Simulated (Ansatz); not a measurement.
# [SmCl6]3-: rung by rung

One table from this session's results is given with a row withheld; the runs are named, their logs left out.

Computed with Ansatz 0.2.0, Gaussian basis. Level: as each input shows.

Plan: PBE-D4/def2-TZVP, r2SCAN-D4/def2-TZVP, HF/def2-TZVP, HSE06-D4/def2-TZVP, PBE-D4/def2-SVP, PBE0-D4/def2-SVP, MP2/def2-TZVP, RPA/def2-TZVP.

### The structure

The sextet was relaxed beforehand with PBE-D4/def2-SVP.

7 atoms, charge -3, spin multiplicity 6.

Atoms are counted from 1 here; the program's logs count them from 0.

Bond lengths: Sm1–Cl2 2.785 Å, Sm1–Cl3 2.785 Å, Sm1–Cl4 2.805 Å, Sm1–Cl5 2.805 Å, Sm1–Cl6 2.785 Å, Sm1–Cl7 2.785 Å. Angles: Cl2–Sm1–Cl3 180.0°, Cl2–Sm1–Cl4 90.0°, Cl2–Sm1–Cl5 90.0°, Cl2–Sm1–Cl6 90.0°, Cl2–Sm1–Cl7 90.0°, Cl3–Sm1–Cl4 90.0°, Cl3–Sm1–Cl5 90.0°, Cl3–Sm1–Cl6 90.0°, Cl3–Sm1–Cl7 90.0°, Cl4–Sm1–Cl5 180.0°, Cl4–Sm1–Cl6 90.0°, Cl4–Sm1–Cl7 90.0°, Cl5–Sm1–Cl6 90.0°, Cl5–Sm1–Cl7 90.0°, Cl6–Sm1–Cl7 180.0°.

Sm takes a core potential in the def2 sets. No spin-orbit coupling is included. The ion is computed in the gas phase, without counter-ions or solvent.

PBE0-D4/def2-TZVP was run before; its log isn't repeated, and its numbers join the tables.

Set-up of the first run:

start.molden holds the orbitals of an earlier run on this state, given as this run's starting guess.

in.yaml reads:

```yaml
crystal:
  periodic: [false, false, false]
  atoms:
    - {symbol: Sm, position_ang: [-0.000008, 0.000008, 0.000010]}
    - {symbol: Cl, position_ang: [-0.020969, -0.003019, 2.785159]}
    - {symbol: Cl, position_ang: [0.020936, 0.003248, -2.785173]}
    - {symbol: Cl, position_ang: [2.804815, 0.009870, 0.021093]}
    - {symbol: Cl, position_ang: [-2.804767, -0.010075, -0.021114]}
    - {symbol: Cl, position_ang: [-0.009921, 2.785206, 0.002946]}
    - {symbol: Cl, position_ang: [0.009925, -2.785249, -0.002932]}
basis:
  gaussian: {orbitals: def2-TZVP, initial_orbitals: start.molden}
total_charge: -3
magnetization: {spin_polarized: true, initial_magnetization: 5}
hamiltonian: {xc: pbe, dispersion: d4}
scf: {omitted_lower_state_checks: [starts]}
output: {forces: true, orbitals: {seedname: orbitals}}
```

Launch:

```
$ ansatz run in.yaml --threads 4 --pin off --events-out ev --progress --plain --max-ram 6963MiB
```

Among the steps run: PBE-D4/def2-TZVP; r2SCAN-D4/def2-TZVP; HF/def2-TZVP; HSE06-D4/def2-TZVP; PBE-D4/def2-SVP; PBE0-D4/def2-SVP; MP2/def2-TZVP; RPA/def2-TZVP.

One of the session's tables, all rows but one given; the rest of the session is left out.

```
              level  HOMO (eV)  LUMO (eV)  gap (eV)
       HF/def2-TZVP      -0.09      11.59     11.68
    PBE-D4/def2-SVP       5.53       6.18      0.66
   PBE-D4/def2-TZVP       4.71       5.38      0.67
r2SCAN-D4/def2-TZVP       4.18       5.47      1.29
   PBE0-D4/def2-SVP       3.95       7.65      3.70
  PBE0-D4/def2-TZVP          ?          ?         ?
 HSE06-D4/def2-TZVP       3.58       6.56      2.98
```

Q: Estimate the row for PBE0-D4/def2-TZVP from the others.

**Answer.** HOMO (eV): 3.17; LUMO (eV): 6.96; gap (eV): 3.79. In the column «HOMO (eV)» it lies between HF/def2-TZVP (-0.09) and HSE06-D4/def2-TZVP (3.58).
